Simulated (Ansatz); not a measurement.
**GeF2 (SMILES [F][Ge][F]) at 6 levels**

Wanted: a comparison of 6 runs (HF/STO-3G, UPBE/STO-3G, r2SCAN/STO-3G, wB97M-V/STO-3G, BCCD(T)/STO-3G, FCI/STO-3G) of GeF2. 

Program for the calculation: Ansatz 0.2.0.

48 further runs of the same task are left out: 12 that didn't finish, 36 set aside as unsound or not needed.

### 1 The molecule

GeF2 has 3 atoms, charge 0, and is taken as a singlet. SMILES: `[F][Ge][F]`. The Ge2–F1 distance was set to 2.181 Å, away from the relaxed value.

Bond lengths: Ge2–F3 1.745 Å. A long bond or contact: F1–Ge2 2.181 Å.

### 2 A single-point energy at HF/STO-3G (run 1)

Contents of run.yaml:

```yaml
crystal:
  periodic: [false, false, false]
  atoms:
    - {symbol: F, position_ang: [-1.004269, -1.303462, -0.701937]}
    - {symbol: Ge, position_ang: [0.637500, -0.295200, 0.320200]}
    - {symbol: F, position_ang: [0.027600, 1.332100, 0.164100]}
basis:
  gaussian:
    orbitals: STO-3G
hamiltonian:
  xc: hf
accuracy: high
```

Command:

```console
ansatz run run.yaml --threads 1 --pin off --max-ram 2610MiB --events-out events.jsonl --progress --plain --runs-dir runs
```

The program printed:

```text
Warning: RAYON_NUM_THREADS=1 ignored (pool sized by the plan → 1); use --threads N
Functional definition: HF
  name "HF"
  exchange = exact_x
  correlation = 0
408 factors; integrals over basis functions are off by at most 3.3e-8 eV
mean field evaluation 1: about -61158.6166 eV, gradient 2.5e1 eV
mean field evaluation 2: about -61158.6893 eV, gradient 2.5e1 eV
mean field evaluation 4: about -61163.6792 eV, gradient 3.8e0 eV
mean field evaluation 8: about -61163.8577 eV, gradient 1.2e-1 eV
mean field -61163.85777485 eV, -2247.7303148740 hartree, gradient 2.5e-8 eV, S^2 0.000000; 0 other end points of the search recorded, 0 dependent functions left out
reference -61163.85777485 eV, -2247.7303148740 hartree; 25, 25 occupied and 3, 3 virtual orbitals, 408 factors
Total energy: -61163.85777485 eV, -2247.7303148740 hartree
```

Wall time 0.18 s (1 thread of Arm Neoverse V1, shared host).

### 3 A single-point energy at UPBE/STO-3G (run 2)

Contents of job.yaml:

```yaml
crystal:
  periodic: [false, false, false]
  atoms:
    - {symbol: F, position_ang: [-1.004269, -1.303462, -0.701937]}
    - {symbol: Ge, position_ang: [0.637500, -0.295200, 0.320200]}
    - {symbol: F, position_ang: [0.027600, 1.332100, 0.164100]}
basis:
  gaussian: {orbitals: STO-3G}
magnetization: {spin_polarized: true, initial_magnetization: 0}
hamiltonian: {xc: pbe}
accuracy: high
```

Command:

```console
ansatz run job.yaml --threads 1 --pin off --max-ram 2610MiB --events-out events.jsonl --progress --plain --runs-dir runs
```

The program printed, shortened:

```text
Warning: RAYON_NUM_THREADS=1 ignored (pool sized by the plan → 1); use --threads N
Functional definition: PBE
  name "PBE"
[...]
408 factors; integrals over basis functions are off by at most 3.3e-8 eV
[...]
mean field -61203.71212575 eV, -2249.1949352551 hartree, gradient 5.2e-8 eV, S^2 0.006282; 11 other end points of the search recorded, 0 dependent functions left out
reference -61203.71212706 eV, -2249.1949353034 hartree; 25, 25 occupied and 3, 3 virtual orbitals, 408 factors
Total energy: -61203.71212706 eV, -2249.1949353034 hartree
```

It took 15 s on 1 thread of Arm Neoverse V1, shared host; peak memory 0.13 GiB.

Run 3 isn't shown in full; the table further down has it.

### 4 The energy at wB97M-V/STO-3G (run 4)

Contents of molecule.yaml:

```yaml
crystal:
  periodic: [false, false, false]
  atoms:
    - symbol: F
      position_ang: [-1.004269, -1.303462, -0.701937]
    - symbol: Ge
      position_ang: [0.637500, -0.295200, 0.320200]
    - symbol: F
      position_ang: [0.027600, 1.332100, 0.164100]
basis:
  gaussian: {orbitals: STO-3G}
hamiltonian: {xc: {name: wB97M-V}}
accuracy: high
```

Command:

```console
ansatz run molecule.yaml --threads 1 --pin off --max-ram 2610MiB --events-out events.jsonl --progress --plain --runs-dir runs
```

The program printed, shortened:

```text
Warning: RAYON_NUM_THREADS=1 ignored (pool sized by the plan → 1); use --threads N
Functional definition: wB97M-V
  name "wB97M-V"
[...]
  gx(w, u) = 1 - cx + cx01*u + cx10*w
  gss(w, u) = css00 + css04*u^4 + css10*w + css20*w^2 + css43*w^4*u^3
  gos(w, u) = cos00 + cos10*w + (cos20 + cos21*u)*w^2 + (cos60 + cos61*u)*w^6
[...]
      + integral(e_c_pw_mod_opposite_spin*gos(b97_w_opposite, b97_u_opposite)) + vv10(b, c)
408 factors; integrals over basis functions are off by at most 3.3e-8 eV
129 factors; integrals over basis functions are off by at most 8.5e-10 eV
[...]
mean field -61221.12218643 eV, -2249.8347431841 hartree, gradient 9.1e-8 eV, S^2 0.000000; 0 other end points of the search recorded, 0 dependent functions left out
reference -61221.12218808 eV, -2249.8347432448 hartree; 25, 25 occupied and 3, 3 virtual orbitals, 408 factors
Total energy: -61221.12218808 eV, -2249.8347432448 hartree
```

Wall time 20 s (1 thread of Arm Neoverse V1, shared host); peak memory 0.26 GiB.

Run 5 isn't shown in full; the table further down has it.

### 5 A single-point energy at FCI/STO-3G (run 6)

job.yaml, as its differences from that of step 3:

```diff
@@ -7,5 +7,7 @@
 basis:
-  gaussian: {orbitals: STO-3G}
-magnetization: {spin_polarized: true, initial_magnetization: 0}
-hamiltonian: {xc: pbe}
+  gaussian:
+    orbitals: STO-3G
+correlation:
+  method: fci
+  frozen_orbitals: {F: 1, Ge: 9}
 accuracy: high
```

Command:

```console
ansatz run job.yaml --threads 1 --pin off --max-ram 2610MiB --events-out events.jsonl --progress --plain --runs-dir runs
```

The program printed:

```text
Warning: RAYON_NUM_THREADS=1 ignored (pool sized by the plan → 1); use --threads N
Functional definition: HF
  name "HF"
  exchange = exact_x
  correlation = 0
408 factors; integrals over basis functions are off by at most 3.3e-8 eV
mean field evaluation 1: about -61158.6166 eV, gradient 2.5e1 eV
mean field evaluation 2: about -61158.6893 eV, gradient 2.5e1 eV
mean field evaluation 4: about -61163.6792 eV, gradient 3.8e0 eV
mean field evaluation 8: about -61163.8577 eV, gradient 1.2e-1 eV
mean field -61163.85777485 eV, -2247.7303148740 hartree, gradient 2.5e-8 eV, S^2 0.000000; 0 other end points of the search recorded, 0 dependent functions left out; unrestricted orbitals would lower it
mean field evaluation 16: about -61163.7779 eV, gradient 1.5e1 eV
11 core orbitals not correlated: weight in the atoms' cores, before any rotation towards them, 1.000 or more for the frozen orbitals, at most 0.000 for the correlated occupied ones
reference -61163.85777485 eV, -2247.7303148740 hartree; 14, 14 occupied and 3, 3 virtual orbitals, 408 factors
state -61167.36300498 eV, -2247.8591297052 hartree
Total energy: -61167.36300498 eV, -2247.8591297052 hartree
```

Wall time 1.4 s (1 thread of Arm Neoverse V1, shared host).

### 6 Overview of the runs

```
run           level  frozen core orbitals   energy (Eh)  wall time
  1       HF/STO-3G                     –  -2247.730315     0.18 s
  2     UPBE/STO-3G                     –  -2249.194935       15 s
  3   r2SCAN/STO-3G                     –  -2249.784846      4.2 s
  4  wB97M-V/STO-3G                     –  -2249.834743       20 s
  5  BCCD(T)/STO-3G                    11  -2247.854077     0.44 s
  6      FCI/STO-3G                    11  -2247.859130      1.4 s
```

### 7 Results

| quantity | value |
| --- | --- |
| run 6: total energy | -2247.85913 Eh |
| run 6: correlation energy (11 core orbitals frozen) | -128.8 mEh |

What this shows: Against full CI in this basis: HF +128.8 mEh; BCCD(T) +5.1 mEh. Totals of different functionals can't be ranked against each other. In run 5 the log says that unrestricted orbitals would lower the reference, so the values rest on an unstable closed-shell determinant (other closed-shell runs at this shape may share the fault). In runs 1, 2, 3, 4, 5, 6 the basis is minimal, so the values are rough. All runs together took 41 s, the longest 20 s.
